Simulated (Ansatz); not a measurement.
# F2H2Si: interaction energy of a dimer with the counterpoise correction, by script

How strongly do two molecules of F2H2Si bind, and how much of that is basis error? The task is the interaction energy of a dimer with the counterpoise correction, for F2H2Si. SMILES: F[SiH2]F.

Program: Ansatz 0.2.0 through its Python package. Level of theory: Hartree-Fock/def2-SVPD. These are calculated values, not measurements.

## Step 1: The system

Bond lengths: F1–Si2 1.562 Å, Si2–F3 1.572 Å, Si2–H4 1.447 Å, Si2–H5 1.494 Å. Angles: F1–Si2–F3 107.1°, F1–Si2–H4 112.4°, F1–Si2–H5 111.4°, F3–Si2–H4 107.4°, F3–Si2–H5 109.7°, H4–Si2–H5 108.7°.

The script holds or builds the structure itself.

## Step 2: Script

Input file dimer.py:

```python
import ansatz as az

FIRST = [
    ('F', (-1.0598, 0.5322, 1.016)),
    ('Si', (-0.0244, 0.0052, -0.0274)),
    ('F', (1.2134, -0.5306, 0.7796)),
    ('H', (-0.5417, -1.0961, -0.81)),
    ('H', (0.4123, 1.0892, -0.958)),
]
SECOND = [
    ('F', (1.2228, -0.637, -3.3235)),
    ('Si', (0.6675, 0.1495, -4.5529)),
    ('F', (-0.5821, 0.9628, -4.0553)),
    ('H', (1.6234, 1.1006, -5.0769)),
    ('H', (0.2607, -0.775, -5.6536)),
]

def energy(atoms, ghosts=()):
    molecule = az.Crystal.molecule()
    for symbol, xyz in atoms:
        molecule = molecule.atom(symbol, xyz)
    calc = (
        molecule.calculation()
        .basis(gaussian='def2-SVPD')
        .functional('hf')
    )
    deck = calc.input()
    if ghosts:
        deck = deck.set(az.key.basis.gaussian.ghost_atoms, [{'symbol': s, 'position_ang': list(xyz)} for s, xyz in ghosts])
    return az.Session.from_dict(deck).plan().execute().report['free_energy_ev']

both = energy(FIRST + SECOND)
alone = energy(FIRST) + energy(SECOND)
ghosted = energy(FIRST, SECOND) + energy(SECOND, FIRST)
print(f'dimer {both:.6f} eV')
print(f'interaction, uncorrected   {23.060548 * (both - alone):8.3f} kcal/mol')
print(f'interaction, counterpoise  {23.060548 * (both - ghosted):8.3f} kcal/mol')
print(f'basis-set superposition    {23.060548 * (alone - ghosted):8.3f} kcal/mol')
```

## Step 3: The input behind the calls

The package turns the script's settings into the engine's input (first run):

```yaml
crystal:
  periodic: [false, false, false]
  atoms:
    - { symbol: F, position_ang: [-1.0598, 0.5322, 1.016] }
    - { symbol: Si, position_ang: [-0.0244, 0.0052, -0.0274] }
    - { symbol: F, position_ang: [1.2134, -0.5306, 0.7796] }
    - { symbol: H, position_ang: [-0.5417, -1.0961, -0.81] }
    - { symbol: H, position_ang: [0.4123, 1.0892, -0.958] }
    - { symbol: F, position_ang: [1.2228, -0.637, -3.3235] }
    - { symbol: Si, position_ang: [0.6675, 0.1495, -4.5529] }
    - { symbol: F, position_ang: [-0.5821, 0.9628, -4.0553] }
    - { symbol: H, position_ang: [1.6234, 1.1006, -5.0769] }
    - { symbol: H, position_ang: [0.2607, -0.775, -5.6536] }
basis:
  gaussian:
    orbitals: def2-SVPD
hamiltonian:
  xc: hf
```

## Step 4: Running it

Started as:

```bash
python dimer.py
```

**Question.** How large is the interaction at this pose, and how much of it is basis-set superposition?

As calculated:

| quantity | value |
| --- | --- |
| interaction energy, uncorrected | -0.814 kcal/mol |
| interaction energy, counterpoise | -0.243 kcal/mol |
| runs compared | 5 |

**Reading.** The counterpoise correction takes away 70 % of the apparent binding. Uncorrected it is -0.814 kcal/mol, with the counterpoise correction -0.243 kcal/mol; the difference, 0.57 kcal/mol, is the superposition error. Caveats:
- The dimer is a generated trial pose of unrelaxed monomers, not a minimum, so the figure is no binding energy, and the basis set is small.
- This level lacks the dispersion part of the attraction (electrostatics and induction are there), which can decide the sign where the interaction is weak.
